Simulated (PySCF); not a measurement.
# DyCl: bond curves at several levels of theory

One table from this session's results is given with a row withheld; the runs are named, their logs left out.

Computed with PySCF 2.14.0. Level: Dy x2c-SVPall, Cl x2c-SVPall, spin-free X2C with a Gaussian nucleus.

The first run:

Settings of the job:

| Property | Result |
| --- | --- |
| atoms | Dy, Cl |
| charge | 0 |
| basis | Dy x2c-SVPall, Cl x2c-SVPall |
| Hamiltonian | spin-free X2C with a Gaussian nucleus |
| basis functions | 103 |
| electrons treated | 83 |
| masses in u | 163.9292, 34.9689 |
| levels | PBE0, PBE, r²SCAN, B3LYP, LDA, HF, MP2, SCS-MP2 |
| grid | 80 radial by 434 angular points |
| occupations | held fixed by the projection of orbital angular momentum |
| dissociation limit | Dy + Cl, each in its ground configuration |
| starting distance in angstrom | 2.470 |
| values of 2S to try | 3, 5, 7 |

Launch:

```console
$ OMP_NUM_THREADS=2 python dia.py task.json out
```

Among the steps run: Set-up; PBE0 along the bond; Higher solutions at PBE0; PBE (GGA); r²SCAN; B3LYP (global hybrid GGA); LDA (local density); ROHF (mean field).

One of the session's tables, all rows but one given; the rest of the session is left out.

It belongs to the step «Constants by level of theory». 

```
       level  Re (Å)  ωe (cm⁻¹)  De (eV)
        ROHF   2.551        304     3.31
    ROHF-MP2       ?          ?        ?
ROHF-SCS-MP2   2.468        338     4.65
         LDA   2.457        320     4.84
       B3LYP   2.479        309     4.33
        PBE0   2.467        308     4.49
```

Estimate the missing values for ROHF-MP2.

**Answer.** Re (Å): 2.446; ωe (cm⁻¹): 346; De (eV): 4.89. In the column «Re (Å)» it is the lowest.

De is counted to Dy + Cl in their ground configurations.

Caveats from the session: The state is the lowest single determinant that the PBE0 search found; with open d or f shells the true ground state can be another one. At some levels the lowest empty orbital lies below the highest filled one (the two can be of opposite spin).
